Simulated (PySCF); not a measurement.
# The bond of TlC, level by level

One table from this session's results is given with a row withheld; the runs are named, their logs left out.

Method: Tl aug-cc-pVDZ-PP with ECP60, C aug-cc-pVDZ, scalar-relativistic core potentials; program: PySCF 2.14.0.

Set-up of the first run:

The job is set up so:

| Quantity | Value |
| --- | --- |
| atoms | Tl, C |
| charge | 0 |
| basis | Tl aug-cc-pVDZ-PP with ECP60, C aug-cc-pVDZ |
| Hamiltonian | scalar-relativistic core potentials |
| basis functions | 55 |
| electrons treated | 27 |
| masses in u | 204.9744, 12.0000 |
| levels | PBE0, PBE, r²SCAN, PBEsol, PW91, B3LYP, CAM-B3LYP, HF, MP2, SCS-MP2, CCSD, CCSD(T) |
| grid | 80 radial by 434 angular points |
| occupations | held fixed by the projection of orbital angular momentum |
| dissociation limit | Tl + C, each in its ground configuration |
| starting distance in angstrom | 2.140 |
| values of 2S to try | 1, 3 |

Steps of the session up to this table: Input; PBE0 along the bond; Other states along the same grid; PBE; r²SCAN (meta-GGA); PBEsol (GGA); PW91 (GGA); B3LYP; CAM-B3LYP (range-separated hybrid); UHF; MP2 and coupled cluster.

One table of the session follows, with a row left open; its other results are not shown here.

It belongs to the step «The curves together». Energy (eV) from each level's lowest point:

| R (Å) | UHF | UHF-MP2 | UHF-SCS-MP2 | UHF-CCSD | UHF-CCSD(T) |
| --- | --- | --- | --- | --- | --- |
| 1.983 | 0.790 | 0.647 | 0.667 | n/a | n/a |
| 2.075 | 0.385 | 0.298 | 0.311 | 0.309 | 0.304 |
| 2.168 | ? | ? | ? | ? | ? |
| 2.237 | 0.049 | 0.026 | 0.029 | 0.030 | 0.029 |
| 2.306 | 0.004 | 0.000 | 0.000 | 0.000 | 0.000 |
| 2.375 | 0.000 | 0.013 | 0.009 | 0.007 | 0.008 |
| 2.467 | 0.042 | 0.074 | 0.067 | 0.061 | 0.062 |
| 2.583 | 0.148 | 0.201 | 0.190 | 0.178 | 0.178 |
| 2.721 | 0.323 | 0.400 | 0.383 | 0.362 | 0.362 |
| 2.906 | 0.591 | 0.702 | 0.678 | n/a | n/a |

**Question.** Estimate the row for R (Å) = 2.168.

Worked estimate for «UHF». A straight line through the neighbours (2.075, 0.385) and (2.237, 0.049) gives 0.385 + (0.049 − 0.385) × (2.168 − 2.075) / (2.237 − 2.075) = 0.192; a parabola fitted to 4 rows on both sides gives 0.138.

**Answer.** UHF: 0.146; UHF-MP2: 0.100; UHF-SCS-MP2: 0.107; UHF-CCSD: 0.108; UHF-CCSD(T): 0.106. In «UHF» the line misses by +0.046 and the parabola by -0.008.

State 3 has its PBE0 minimum 1.69 eV higher. The other levels ran on the lowest alone.
